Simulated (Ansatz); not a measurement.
**CH₆BFSSi: a ladder of functionals and wavefunction methods**

How much do the methods differ for CH₆BFSSi? The plan is to run it at one geometry with functionals of several rungs and with coupled cluster. The yardstick is the atomisation energy at the CCSD(T) limit.

Method: functionals in def2-TZVPP, the program's frozen cores in correlated methods; program: Ansatz 0.2.0, Gaussian basis.

Plan: PBE-D4, r2SCAN-D4, PBE0-D4, B3LYP-D4, ωB97X-V, ωB97M-V, B2PLYP; CCSD(T)/def2-TZVPP; MP2/def2-QZVPP; extrapolation to the limit.

### 1 The geometry

All runs share one geometry, relaxed beforehand with PBE0-D4 in a triple-zeta def2 set.

SMILES `FC[SiH2]BS`, 11 atoms, charge 0, spin multiplicity 1.

Atoms are counted from 1 here; the program's logs count them from 0.

Bond lengths: F1–C2 1.391 Å, C2–Si3 1.899 Å, C2–H6 1.096 Å, C2–H7 1.096 Å, Si3–B4 2.012 Å, Si3–H8 1.490 Å, Si3–H9 1.490 Å, B4–S5 1.764 Å, B4–H10 1.193 Å, S5–H11 1.347 Å. Angles: F1–C2–Si3 110.9°, F1–C2–H6 108.0°, F1–C2–H7 108.0°, Si3–C2–H6 111.1°, Si3–C2–H7 111.1°, H6–C2–H7 107.5°, C2–Si3–B4 112.1°, C2–Si3–H8 108.9°, C2–Si3–H9 108.9°, B4–Si3–H8 109.4°, B4–Si3–H9 109.4°, H8–Si3–H9 108.0°, Si3–B4–S5 119.3°, Si3–B4–H10 121.4°, S5–B4–H10 119.3°, B4–S5–H11 100.7°.

### 2 PBE-D4 (GGA)

Input file in.yaml:

```yaml
crystal:
  periodic: [false, false, false]
  atoms:
    - {symbol: F, position_ang: [-1.123672, 1.725458, 2.061694]}
    - {symbol: C, position_ang: [-0.182771, 0.971286, 1.367837]}
    - {symbol: Si, position_ang: [-0.956235, 0.169276, -0.169818]}
    - {symbol: B, position_ang: [0.375873, -0.930089, -1.202148]}
    - {symbol: S, position_ang: [2.039830, -1.034523, -0.626142]}
    - {symbol: H, position_ang: [0.645985, 1.633168, 1.093130]}
    - {symbol: H, position_ang: [0.213985, 0.212515, 2.051399]}
    - {symbol: H, position_ang: [-2.090338, -0.697839, 0.256590]}
    - {symbol: H, position_ang: [-1.501976, 1.240221, -1.050353]}
    - {symbol: H, position_ang: [0.065213, -1.512647, -2.195747]}
    - {symbol: H, position_ang: [2.579706, -1.833826, -1.565844]}
basis:
  gaussian: {orbitals: def2-TZVPP}
hamiltonian: {xc: pbe, dispersion: d4}
output: {forces: true, orbitals: {seedname: orbitals}}
```

On the command line:

```
$ ansatz run in.yaml --threads 4 --pin off --events-out ev --progress --plain --max-ram 10444MiB
```

The runs that follow: r2SCAN-D4 (meta-GGA); PBE0-D4 (hybrid); B3LYP-D4 (hybrid); ωB97X-V (range-separated); ωB97M-V (range-separated); B2PLYP (double hybrid); CCSD(T) in def2-TZVPP; MP2 in def2-QZVPP.

**Question.** What will the summary of the whole plan be? Wanted: atomisation energy, CCSD(T)/CBS; farthest; mean size of error, hybrid; mean size of error, range-separated; gap, smallest and largest; T1 diagnostic; triples share of the correlation energy.

As calculated:

| quantity | value |
| --- | --- |
| atomisation energy, CCSD(T)/CBS | 885.9 kcal/mol |
| functionals within 4.4 kcal/mol (0.5 %) | PBE0-D4, B3LYP-D4 |
| farthest | PBE-D4 (+16.4 kcal/mol) |
| mean size of error, hybrid | 2.8 kcal/mol |
| mean size of error, range-separated | 6.8 kcal/mol |
| gap, smallest and largest | 3.96 eV (PBE-D4), 10.80 eV (ωB97X-V) |
| T1 diagnostic | 0.0141 |
| triples share of the correlation energy | 3.7 % |

**Reading.** PBE-D4 is off by +16.4 kcal/mol. Double hybrids carry the basis error of their MP2 part in triple zeta, and no dispersion term here, so their miss is partly the set-up's. The reference freezes the cores and leaves out relativity and excitations past (T), so misses under about 4.4 kcal/mol can't be ranked. Hartree-Fock recovers 74 % of the binding; the rest is correlation. Orbital gaps span 4.0 to 10.8 eV; exact exchange widens them.
